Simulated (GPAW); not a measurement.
**ErCuGe: equation of state with LDA**

ErCuGe:

```
Er Ge Cu
1.0
     4.21531    0.00000    0.00000
    -2.10766    3.65057    0.00000
     0.00000    0.00000    3.66923
Er Ge Cu
1 1 1
Direct
  0.00000 0.00000 0.00000
  0.66667 0.33333 0.50000
  0.33333 0.66667 0.50000
```

The cell comes from a database or a generator and needn't be the stable form of this composition.

- Program: GPAW 26.7.0
- Task: equation of state
- Functional: LDA
- Potentials or basis: the program's PAW data sets (release 1.2.1) made for this functional
- Cutoff: 800 eV
- Basis: pw
- k mesh: 5 × 5 × 5
- Occupations: fermi-dirac, width 0.05 eV
- Spin: collinear spin, ferromagnetic start
- Starting moments: [3.0, 0.0, 0.6] μB
- Maxiter: 150
- Eos scales: [0.94, 0.96, 0.98, 1.0, 1.02, 1.04, 1.06]

```
Equilibrium volume                        : 17.91 Å³/atom
Bulk modulus at fixed shape and positions : 96 GPa
Pressure derivative of the bulk modulus   : 4.7
```

Energy against volume, from the lowest point:
| volume (Å³/atom) | energy (meV/atom) |
| --- | --- |
| 17.692 | 0.46 |
| 18.068 | 0.00 |
| 18.445 | 4.04 |
| 18.821 | 12.06 |
| 19.197 | 23.67 |
| 19.574 | 38.39 |
| 19.950 | 55.90 |

Run time: 6.2 min on 1 thread of Intel(R) Xeon(R) 6975P-C (Granite Rapids), on a shared host, peak memory 0.5 GiB.

Caveat: with this Cu data set, volumes or pressures lay over 1.5 % or 2 GPa off other programs in two to four cells of ten; one-centre terms of the f shell are cut off; the magnetic or orbital state may not be the lowest; the cell was scaled at fixed shape and fractional positions, which overstates the stiffness of a crystal with free parameters, most of all of layers and chains; without U or exact exchange the open f shell lies at the Fermi level, which spoils levels, moments and volumes. The state reached can hang on the start; a lower one may exist.
